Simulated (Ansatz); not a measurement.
# Ga2SnAs2: the cost of one run

Program: Ansatz 0.2.0. Level of theory: DFT PBE, scalar-relativistic, plane waves, PAW. These are calculated values, not measurements.

### Step 1. The starting structure

The structure is tetragonal, space group P4/mmm (No. 123). The conventional cell has a = 4.566 Å, b = 4.566 Å, c = 6.151 Å, α = 90.00°, β = 90.00°, γ = 90.00°. Around Ga (site symmetry 4mm) lie 1 Ga at 2.45 Å and 4 As at 2.94 Å. Around Sn (site symmetry 4/mmm) lie 8 Ga at 3.45 Å and 8 As at 3.83 Å. Around As (site symmetry mmm) lie 4 Ga at 2.94 Å and 4 Sn at 3.83 Å.

As a file:

```xyz
5
Lattice="4.5663 0.0000 0.0000 0.0000 4.5663 0.0000 0.0000 0.0000 6.1509" Properties=species:S:1:pos:R:3 pbc="T T T"
Ga    2.2832    2.2832    1.2244
Ga    2.2832    2.2832    4.9265
Sn    0.0000    0.0000    0.0000
As    0.0000    2.2832    3.0755
As    2.2832    0.0000    3.0755
```

The cell is invented: species swapped into a database cell of LaMg2Si2 (P4/mmm, No. 123), with Sn on the La sites, As on the Mg sites and Ga on the Si sites. Its size is a rough estimate.

### Step 2. The guess as it stands, on a coarse mesh

input.yaml

```yaml
crystal:
  lattice:
    - [4.56631414, 0.0, 0.0]
    - [0.0, 4.56631414, 0.0]
    - [0.0, 0.0, 6.15090127]
  atoms:
    - { symbol: Ga, position: [0.5, 0.5, 0.19906604] }
    - { symbol: Ga, position: [0.5, 0.5, 0.80093396] }
    - { symbol: Sn, position: [0.0, 0.0, 0.0] }
    - { symbol: As, position: [0.0, 0.5, 0.5] }
    - { symbol: As, position: [0.5, 0.0, 0.5] }
basis:
  ecutwfc: 420
kpoints:
  mp_grid: { grid: [4, 4, 4] }
hamiltonian:
  xc: pbe
scf:
  occupations: { method: gaussian, width: 0.1 }
  lower_state_search: "off"
output:
  forces: true
  stress: true
  eigenvalues: true
```

Command:

```
> ansatz run input.yaml --threads 1 --pin off --max-ram 2048MiB --backend cpu --events-out ev --progress --plain --runs-dir out
```

Q: Estimate wall time and peak memory on 1 thread of Intel Xeon Platinum 8259CL at 2.50GHz (Skylake/Cascade Lake), shared host.

About 8.3 s, with a peak of 0.56 GiB.
